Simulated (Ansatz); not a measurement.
# YbS, 2 atoms: time against threads and cards

To be measured: the time of a single point at HSE06 on YbS, and how the time changes with the share of the machine.

Program: Ansatz 0.2.0 (single point, HSE06, plane waves PAW). Host: AMD EPYC 7R13 (Zen 3), 96 cores, 96 hardware threads, 1656 GiB, 8 × H100 80GB HBM3, 81559 MiB; it was booked for these runs alone, one at a time. Each run is timed once from launch to exit, start-up included.

**1. The system**

The cell holds 2 atoms in 45 Å³.

**2. First run**

The input, input.yaml:

```yaml
accuracy: low
crystal:
  lattice:
    - [0.000000, 2.831898, 2.831898]
    - [2.831898, 0.000000, 2.831898]
    - [2.831898, 2.831898, 0.000000]
  atoms:
    - { symbol: Yb, position: [0.500000, 0.500000, 0.500000] }
    - { symbol: S, position: [0.000000, 0.000000, 0.000000] }
kpoints:
  mp_grid: { grid: [6, 6, 6] }
basis: { precision: f64 }
hamiltonian:
  xc: hse06
scf:
  occupations: { method: fixed }
output: { forces: true, stress: true }
```

Command:

```console
ansatz run input.yaml --backend cuda --devices 4 --events-out ev --progress --plain --runs-dir out
```

**3. On 1 GPU, 96 threads**

input.yaml is that of step 2.

(Steps that only read results are left out.)

**Question.** How long do these runs take on this host, and what pays? Wanted: reference; fastest over GPUs; speed-up from 1 to 4 GPUs.

**Answer**, as computed:

| quantity | value |
| --- | --- |
| reference | 9.2 s on 4 GPUs, 96 threads |
| fastest over GPUs | 6.4 s on 1 |
| speed-up from 1 to 4 GPUs | 0.7 (18 % efficient) |

In words: 4 GPUs are no faster than 1: the job is too small for them. The runs took different numbers of SCF iterations (23 to 26), so the ratio is not a pure measure of parallel speed. The figures hold for this build, input and host.
